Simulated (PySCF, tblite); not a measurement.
# C5H7NOSi: a rotation path, then NMR shifts on frames, part 1 of 2

Aim: move C5H7NOSi (`[SiH3]Oc1ccccn1`) away from its starting geometry and see how NMR shifts follow the geometry.

Programs: tblite 0.8.0 and PySCF 2.14.0, with density-fitted response routines of our own. Each step states its level of theory. These are calculated values for one molecule in the gas phase, unless marked as measured. Atoms count from 0, in the outputs and in this text.

### Step 1. The starting structure

15 atoms, charge 0, multiplicity 1; geometry from: GFN2-xTB.

Bonds of the start (Å): Si0–O1 1.65, O1–C2 1.33, C2–C3 1.40, C3–C4 1.38, C4–C5 1.39, C5–C6 1.38, C6–N7 1.32, N7–C2 1.32, Si0–H8 1.46, Si0–H9 1.46, Si0–H10 1.46, C3–H11 1.08, C4–H12 1.08, C5–H13 1.08, C6–H14 1.08.

### Step 2. A band between two rotamers with GFN2-xTB

What the job is given:

```
{"job": {"kind": "neb", "xc": "GFN2-xTB", "basis": "xTB", "atoms": [3, 2, 1, 0], "turn": 180}, "charge": 0, "multiplicity": 1}
Si    -2.798100     0.298399    -0.286728
O     -1.475116    -0.555225    -0.785172
C     -0.255508    -0.306739    -0.324464
C      0.831957    -1.058577    -0.777822
C      2.081016    -0.764181    -0.271043
C      2.211312     0.258015     0.662182
C      1.070862     0.940228     1.042520
N     -0.132913     0.667820     0.563933
H     -3.786975    -0.398428    -1.100472
H     -3.000362     0.123205     1.147176
H     -2.649940     1.706936    -0.635652
H      0.672688    -1.840587    -1.502801
H      2.946857    -1.323099    -0.596099
H      3.172512     0.514519     1.078310
H      1.107296     1.745703     1.764218
```

Method: GFN2-xTB climbing-image nudged elastic band, gas phase.

The run is started by

```bash
$ OMP_NUM_THREADS=1 python probes_run.py task.json out
```

This one command runs all jobs of the session in turn.

Log:

```text
image   E - E0 / eV
  0       0.0000
  1       0.0355
  2       0.0976
  3       0.1531
  4       0.1868
  5       0.1966
  6       0.1893
  7       0.1651
  8       0.1393
```

Run time: 3.7 s. Hardware: 1 thread of Arm Neoverse V1, shared host; peak memory 0.18 GiB.

The final band, with the dihedral C3–C2–O1–Si0:

```
image  dihedral (°)  energy (eV)  energy (kcal/mol)
    0           180        0.000                0.0
    1           200        0.035                0.8
    2           221        0.098                2.2
    3           245        0.153                3.5
    4           271        0.187                4.3
    5           295        0.197                4.5
    6           318        0.189                4.4
    7           339        0.165                3.8
    8           360        0.139                3.2
```

### Step 3. Nuclear shieldings: image 0, PBE0/pcSseg-1

What the job is given:

```
{"job": {"kind": "nmr", "xc": "PBE0", "basis": "pcSseg-1", "pop": false}, "charge": 0, "multiplicity": 1}
Si    -2.798100     0.298400    -0.286700
O     -1.475100    -0.555200    -0.785200
C     -0.255500    -0.306700    -0.324500
C      0.832000    -1.058600    -0.777800
C      2.081000    -0.764200    -0.271000
C      2.211300     0.258000     0.662200
C      1.070900     0.940200     1.042500
N     -0.132900     0.667800     0.563900
H     -3.787000    -0.398400    -1.100500
H     -3.000400     0.123200     1.147200
H     -2.649900     1.706900    -0.635700
H      0.672700    -1.840600    -1.502800
H      2.946900    -1.323100    -0.596100
H      3.172500     0.514500     1.078300
H      1.107300     1.745700     1.764200
```

Method: GIAO PBE0/pcSseg-1 NMR shielding, non-relativistic, gas phase.

Log:

```text
coarse grid: 13544 points
cycle   1  E = -613.5616917377  dE =  1.464e+00  |g| = 6.518e-01  |ddm| = 3.737e+00
cycle   2  E = -613.4912311004  dE =  7.046e-02  |g| = 9.175e-01  |ddm| = 1.161e+00
cycle   3  E = -613.6394242030  dE = -1.482e-01  |g| = 1.057e-01  |ddm| = 7.251e-01
cycle   4  E = -613.6412980791  dE = -1.874e-03  |g| = 4.820e-02  |ddm| = 1.232e-01
cycle   5  E = -613.6417703450  dE = -4.723e-04  |g| = 1.399e-02  |ddm| = 4.398e-02
cycle   6  E = -613.6418109222  dE = -4.058e-05  |g| = 4.315e-03  |ddm| = 1.493e-02
cycle   7  E = -613.6418153534  dE = -4.431e-06  |g| = 1.388e-03  |ddm| = 5.141e-03
final grid: 127776 points
cycle   8  E = -613.6962352174  dE = -2.115e-05  |g| = 9.580e-03  |ddm| = 3.312e-02
cycle   9  E = -613.6962096745  dE =  2.554e-05  |g| = 1.505e-02  |ddm| = 1.841e-02
cycle  10  E = -613.6962533254  dE = -4.365e-05  |g| = 1.214e-03  |ddm| = 1.170e-02
cycle  11  E = -613.6962536553  dE = -3.298e-07  |g| = 2.851e-04  |ddm| = 1.394e-03
cycle  12  E = -613.6962536702  dE = -1.489e-08  |g| = 1.432e-04  |ddm| = 3.497e-04
cycle  13  E = -613.6962536756  dE = -5.401e-09  |g| = 2.969e-05  |ddm| = 1.513e-04
cycle  14  E = -613.6962536758  dE = -2.099e-10  |g| = 8.295e-06  |ddm| = 3.378e-05
converged SCF energy = -613.6962536758

GIAO shielding tensors (ppm)
atom      isotropic    diamagn.    paramagn.     s11        s22        s33       span
  0 Si     392.253     879.607    -487.354    361.233    363.978    451.549     90.316
  1 O      208.124     396.273    -188.149    126.750    240.648    256.974    130.224
  2 C       18.012     251.674    -233.662    -72.892     19.313    107.615    180.507
  3 C       70.156     253.810    -183.654    -18.693     61.604    167.558    186.250
  4 C       41.438     252.616    -211.177    -73.925     20.336    177.905    251.830
  5 C       65.771     258.096    -192.325    -44.542     62.065    179.789    224.331
  6 C       32.948     248.694    -215.745    -71.808     26.182    144.470    216.278
  7 N      -41.827     336.817    -378.644   -266.759   -112.290    253.568    520.327
  8 H       26.945      28.799      -1.854     23.063     25.906     31.867      8.804
  9 H       26.595      29.262      -2.667     23.428     24.882     31.475      8.047
 10 H       26.594      29.260      -2.667     23.424     24.883     31.473      8.048
 11 H       24.680      31.410      -6.730     20.701     24.901     28.439      7.738
 12 H       23.756      29.867      -6.111     20.800     23.736     26.732      5.932
 13 H       24.659      30.372      -5.714     22.243     24.637     27.096      4.853
 14 H       23.186      30.306      -7.120     18.867     24.097     26.594      7.727
```

Wall time 22 s (1 thread of Arm Neoverse V1, shared host); peak memory 0.81 GiB.

Shifts follow as δ = σ(reference) − σ, with reference shieldings (ppm) from runs at the same level and on the same kind of geometry: ¹H TMS 31.72, ¹³C TMS 186.9, ²⁹Si TMS 349.2, ¹⁵N NH3 267.7, ¹⁷O H2O 336.1. The references are single molecules in the gas phase, so shifts against H2O, NH3, PH3, H3PO4 or CFCl3 are not on the usual liquid scales and can be off by tens of ppm. Each atom is listed at this fixed geometry, with no averaging over motion; a spectrum would average atoms that exchange fast.

```
atoms                                         environment  σ (ppm)  δ (ppm)
   C2                      aromatic carbon bearing oxygen     18.0    168.9
   C6                 aromatic CH next to a ring nitrogen     32.9    154.0
   C4                                         aromatic CH     41.4    145.5
   C5                                         aromatic CH     65.8    121.2
   C3                                         aromatic CH     70.2    116.8
  H14  hydrogen on an aromatic CH next to a ring nitrogen    23.19     8.53
  H12                          hydrogen on an aromatic CH    23.76     7.96
  H13                          hydrogen on an aromatic CH    24.66     7.06
  H11                          hydrogen on an aromatic CH    24.68     7.04
  H10                   hydrogen on a silicon bonded to O    26.59     5.12
   H9                   hydrogen on a silicon bonded to O    26.59     5.12
   H8                   hydrogen on a silicon bonded to O    26.95     4.77
  Si0                            silicon bonded to O, 3 H    392.3    -43.1
   O1                              oxygen bonded to C, Si    208.1    128.0
   N7                         pyridine-type ring nitrogen    -41.8    309.6
```

Ring of atoms C2, C3, C4, C5, C6, N7: NICS(0) -7.7, NICS(1) -10.5, NICS(1)zz -25.9 ppm (means of both faces).

### Step 4. NMR shieldings: image 2, PBE0/pcSseg-1

What the job is given:

```
{"job": {"kind": "nmr", "xc": "PBE0", "basis": "pcSseg-1", "pop": false}, "charge": 0, "multiplicity": 1}
Si    -2.809200     0.315900    -0.440900
O     -1.535500    -0.717100    -0.398400
C     -0.284200    -0.424100    -0.040500
C      0.777600    -0.955000    -0.776700
C      2.060500    -0.584300    -0.428900
C      2.248500     0.265000     0.654600
C      1.129500     0.698600     1.340700
N     -0.107600     0.379900     0.994900
H     -3.851200    -0.637800    -0.791400
H     -3.026600     1.009600     0.821600
H     -2.527100     1.284000    -1.505300
H      0.570800    -1.609300    -1.608200
H      2.904400    -0.944000    -0.999400
H      3.235700     0.581700     0.950900
H      1.210000     1.344800     2.205000
```

Method: GIAO PBE0/pcSseg-1 NMR shielding, non-relativistic, gas phase.

Log:

```text
coarse grid: 13544 points
cycle   1  E = -613.5519268018  dE =  1.461e+00  |g| = 6.629e-01  |ddm| = 3.727e+00
cycle   2  E = -613.4797975539  dE =  7.213e-02  |g| = 9.306e-01  |ddm| = 1.149e+00
cycle   3  E = -613.6326827012  dE = -1.529e-01  |g| = 1.028e-01  |ddm| = 7.004e-01
cycle   4  E = -613.6344323599  dE = -1.750e-03  |g| = 4.707e-02  |ddm| = 1.175e-01
cycle   5  E = -613.6348935957  dE = -4.612e-04  |g| = 1.346e-02  |ddm| = 4.358e-02
cycle   6  E = -613.6349319532  dE = -3.836e-05  |g| = 4.111e-03  |ddm| = 1.455e-02
cycle   7  E = -613.6349359116  dE = -3.958e-06  |g| = 1.325e-03  |ddm| = 4.727e-03
final grid: 127776 points
cycle   8  E = -613.6896861089  dE = -2.131e-05  |g| = 9.478e-03  |ddm| = 3.220e-02
cycle   9  E = -613.6896633190  dE =  2.279e-05  |g| = 1.460e-02  |ddm| = 1.766e-02
cycle  10  E = -613.6897037807  dE = -4.046e-05  |g| = 1.213e-03  |ddm| = 1.078e-02
cycle  11  E = -613.6897041057  dE = -3.250e-07  |g| = 2.598e-04  |ddm| = 1.282e-03
cycle  12  E = -613.6897041168  dE = -1.104e-08  |g| = 1.387e-04  |ddm| = 3.192e-04
cycle  13  E = -613.6897041217  dE = -4.964e-09  |g| = 3.101e-05  |ddm| = 1.485e-04
cycle  14  E = -613.6897041220  dE = -2.346e-10  |g| = 6.900e-06  |ddm| = 3.335e-05
converged SCF energy = -613.6897041220

GIAO shielding tensors (ppm)
atom      isotropic    diamagn.    paramagn.     s11        s22        s33       span
  0 Si     389.512     880.051    -490.539    356.475    358.447    453.614     97.139
  1 O      219.070     398.276    -179.205    149.445    230.215    277.551    128.106
  2 C       17.529     250.456    -232.927    -77.801     25.831    104.557    182.358
  3 C       68.642     254.964    -186.322    -21.075     60.660    166.341    187.417
  4 C       41.598     252.825    -211.227    -73.259     20.354    177.700    250.960
  5 C       64.998     258.153    -193.155    -44.570     59.718    179.844    224.414
  6 C       32.700     249.752    -217.052    -72.275     26.267    144.109    216.383
  7 N      -48.830     335.367    -384.197   -298.068   -116.009    267.588    565.655
  8 H       26.796      28.925      -2.129     23.302     25.333     31.752      8.450
  9 H       26.029      29.089      -3.060     22.135     25.365     30.588      8.454
 10 H       26.887      29.571      -2.684     23.407     25.345     31.909      8.502
 11 H       24.724      31.892      -7.168     20.912     24.755     28.506      7.594
 12 H       23.793      30.129      -6.336     20.875     23.714     26.790      5.915
 13 H       24.672      30.396      -5.724     22.311     24.593     27.112      4.801
 14 H       23.182      30.103      -6.921     18.857     24.143     26.548      7.691
```

Wall time 21 s (1 thread of Arm Neoverse V1, shared host); peak memory 0.81 GiB.

Key values: δ C2 169.4, C6 154.2, C4 145.3, C5 121.9, H14 8.53, H12 7.92 ppm.

(Continued in part 2 of 2.)
